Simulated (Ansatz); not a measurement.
IMg, vertical and adiabatic energies of changing the electron count

Program: Ansatz 0.2.0 through its Python package.

Run as a notebook:

In [1]:
```python
import itertools
import warnings

import ansatz as az
from ase.data import atomic_numbers, covalent_radii
import numpy as np
```

In [2]:
```python
warnings.simplefilter("ignore", az.DeckWarning)
```

In [3]:
```python
molecule = (
    az.Crystal.molecule()
    .atom("Mg", [0.0, 0.0, 0.0])
    .atom("I", [0.0, 0.0, 2.665])
)

calculation = (
    molecule.calculation()
    .basis(gaussian="def2-TZVP")
    .functional("pbe0", dispersion="d3bj")
    .spin("collinear", total=1)
)
symbols = [site.symbol for site in molecule.cartesian_sites]
start = np.array([site.position_ang for site in molecule.cartesian_sites], dtype=float)
rep = calculation.relax(force_tolerance=0.01).run().report
end = np.array(rep["positions_ang"])

minimum = az.Crystal.molecule()
for symbol, place in zip(symbols, end):
    minimum = minimum.atom(symbol, place.tolist())
ion = (
    minimum.calculation()
    .basis(gaussian="def2-TZVP")
    .functional("pbe0", dispersion="d3bj")
    .charge(1)
)
vertical = ion.run().report
settled = ion.relax(force_tolerance=0.01, max_steps=80).run().report
print(f"vertical ionisation energy   {vertical['free_energy_ev'] - rep['free_energy_ev']:.3f} eV")
print(f"adiabatic, no zero point     {settled['free_energy_ev'] - rep['free_energy_ev']:.3f} eV")
print(f"relaxation energy of the ion {vertical['free_energy_ev'] - settled['free_energy_ev']:.3f} eV")
ionised = np.array(settled["positions_ang"])
# pairs closer than 1.2 times the sum of covalent radii, before or after
radius = [covalent_radii[atomic_numbers[s]] for s in symbols]
span = lambda where, i, j: np.linalg.norm(where[i] - where[j])
bonded = [(i, j) for i, j in itertools.combinations(range(len(symbols)), 2) if min(span(end, i, j), span(ionised, i, j)) < 1.2 * (radius[i] + radius[j])]
print("pair        before    after (A)")
for i, j in bonded:
    print(f"{symbols[i]}{i}-{symbols[j]}{j}".ljust(10), f"{span(end, i, j):8.4f} {span(ionised, i, j):8.4f}")
```
```text
vertical ionisation energy   7.615 eV
adiabatic, no zero point     7.537 eV
relaxation energy of the ion 0.078 eV
pair        before    after (A)
Mg0-I1       2.5886   2.4584
```

Reading the output:
- The settings weren't tested for convergence.
- The energies are electronic: no zero-point or thermal terms, and the basis set is short of its limit. The product may relax into another structure. The relaxation finds the nearest minimum, so the adiabatic value is an upper bound.
- def2 sets replace the cores of elements past krypton by effective core potentials.
- The species is open-shell (spin multiplicity 2).
- Only the spin states typed were run; another state of an ion can lie lower, by up to an eV or two.
- The spin state was assumed, and another may lie lower.
- Hardware and time: 22 s on 1 thread of Arm Neoverse V1, with other jobs on the host, peak memory 0.25 GiB.
